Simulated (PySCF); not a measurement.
# A diatomic session: Te₂

An exercise on one series of results from a longer session: the logs are not shown, and one member is left open.

Computed with PySCF 2.14.0. Level: Te def2-SVP with ECP28, scalar-relativistic core potentials.

Set-up of the first run:

The job is set up so:

- atoms: Te, Te
- charge: 0
- basis: Te def2-SVP with ECP28
- Hamiltonian: scalar-relativistic core potentials
- basis functions: 52
- electrons treated: 48
- masses in u: 129.9062, 129.9062
- levels: PBE0, PBE, r²SCAN, B3LYP, TPSS, revPBE, HF, MP2, SCS-MP2, CCSD, CCSD(T)
- grid: 80 radial by 434 angular points
- occupations: held fixed by the projection of orbital angular momentum
- dissociation limit: Te + Te, each in its ground configuration
- starting distance in angstrom: 2.640
- values of 2S to try: 0, 2, 4

Started as:

```
OMP_NUM_THREADS=1 python dia.py task.json out
```

Steps of the session up to this table: Set-up; The PBE0 curve of the state that the search chose; Higher solutions at PBE0; PBE; r²SCAN (meta-GGA); B3LYP (global hybrid GGA); TPSS; revPBE (GGA); UHF (mean field); Correlated methods on the Hartree–Fock reference.

One of the session's tables, all rows but one given; the rest of the session is left out.

It belongs to the step «The curves together». Energy (eV) from each level's lowest point:

```
R (Å)    UHF  UHF-MP2  UHF-SCS-MP2  UHF-CCSD  UHF-CCSD(T)
2.210  1.602    1.931        1.895       n/a          n/a
2.313  0.649    0.895        0.866     0.871        0.920
2.416  0.160    0.315        0.295     0.296        0.327
2.493      ?        ?            ?         ?            ?
2.570  0.000    0.000        0.000     0.000        0.000
2.647  0.091    0.004        0.017     0.020        0.002
2.750  0.325    0.114        0.145     0.156        0.113
2.878  0.737    0.351        0.410     0.441        0.363
3.033  1.322    0.700        0.799     0.870        0.745
3.238  2.152    1.165        1.330       n/a          n/a
```

**Question.** Estimate the row for R (Å) = 2.493.

Worked estimate for «UHF». A straight line through the neighbours (2.416, 0.160) and (2.570, 0.000) gives 0.160 + (0.000 − 0.160) × (2.493 − 2.416) / (2.570 − 2.416) = 0.080; a parabola fitted to 4 rows on both sides gives 0.004.

The run gave: UHF: 0.012; UHF-MP2: 0.092; UHF-SCS-MP2: 0.081; UHF-CCSD: 0.081; UHF-CCSD(T): 0.097. In «UHF» the line misses by +0.068 and the parabola by -0.008.
